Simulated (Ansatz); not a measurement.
## C, space group R-3m: cell relaxations under several functionals, step by step

With the Python package of Ansatz (0.2.0).

Interactive session:
```pycon
>>> import warnings
>>> import ansatz as az
>>> import numpy as np
>>> def edges_and_angles(cell):
...     cell = np.asarray(cell)
...     a, b, c = np.linalg.norm(cell, axis=1)
...     cosines = cell[1] @ cell[2] / (b * c), cell[0] @ cell[2] / (a * c), cell[0] @ cell[1] / (a * b)
...     return (a, b, c, *np.degrees(np.arccos(cosines)))
...
>>> warnings.simplefilter("ignore", az.DeckWarning)
>>> vectors = np.array([
...     [1.2331881, 0.71198148, 8.2826151],
...     [-1.2331881, 0.71198148, 8.2826151],
...     [0.0, -1.42396296, 8.2826151],
... ])
>>> xtal = (
...     az.Lattice.of(vectors)
...     .atom("C", (0.91282692, 0.91282692, 0.91282692))
...     .atom("C", (0.24614994, 0.24614994, 0.24614994))
...     .atom("C", (0.75385006, 0.75385006, 0.75385006))
...     .atom("C", (0.08717308, 0.08717308, 0.08717308))
... )
>>> len(xtal.resolved().sites)
4
>>> calc = (
...     xtal.calculation()
...     .kpoints(12, 12, 12)
...     .occupations("cold")
...     .relax(cell=True, force_tolerance=0.05, max_steps=100)
... )
>>> levels = [("r2scan", "none"), ("r2scan", "d4"), ("blyp", "d3bj")]
>>> print("level            a       b       c    alpha   beta  gamma  V/atom  steps")
level            a       b       c    alpha   beta  gamma  V/atom  steps
>>> for name, dispersion in levels:
...     seen = []
...     run = calc.functional(name, dispersion=dispersion).session().plan()
...     out = run.execute(on_event=lambda e: seen.append(e) if e["event"] == "relax_step" else None)
...     cell = out.lattice.cell_ang
...     label = name if dispersion == "none" else f"{name}+{dispersion}"
...     print("{:13s} {:7.4f} {:7.4f} {:7.4f} {:6.2f} {:6.2f} {:6.2f}".format(label, *edges_and_angles(cell)), f"{abs(np.linalg.det(cell)) / len(out.lattice.sites):7.3f} {len(seen):5d}")
...
RunWarning: on these k-points the computed levels leave a gap of 0.1957 eV at the electron count, 2.0 widths of the cold smearing (0.1000 eV); against the step filling of these same bands (every level under the gap full, every level over it empty) smearing changes F+E_penalty+E_count by +0.364 meV and its σ→0 estimate by +0.221 meV; at least one of the two is larger in size than the energy [...]
r2scan         7.3256  7.3256  7.3256  19.30  19.30  19.30   9.385     8
r2scan+d4      7.0399  7.0399  7.0399  20.07  20.07  20.07   8.985     8
blyp+d3bj      6.8257  6.8257  6.8257  20.85  20.85  20.85   8.816    13
```

From smallest to largest: BLYP+D3BJ (8.82 Å³ an atom, -19.2 % against the start), r2SCAN+D4 (8.98 Å³ an atom, -17.6 % against the start) and r2SCAN (9.38 Å³ an atom, -14.0 % against the start). The spread is 6.4 % in volume.

Notes:
- Cold and Methfessel-Paxton smearing aren't meant for a gap as narrow as their width.
- Edges and angles are those of the cell as typed, here a primitive one, not of the conventional cell.
- Warnings are shown shortened and without file and line.
- The script silences the warnings on its input, which a real study should read.
- Run time: 5.8 min on 1 thread of Arm Neoverse V1 (shared host), peak memory 0.59 GiB.
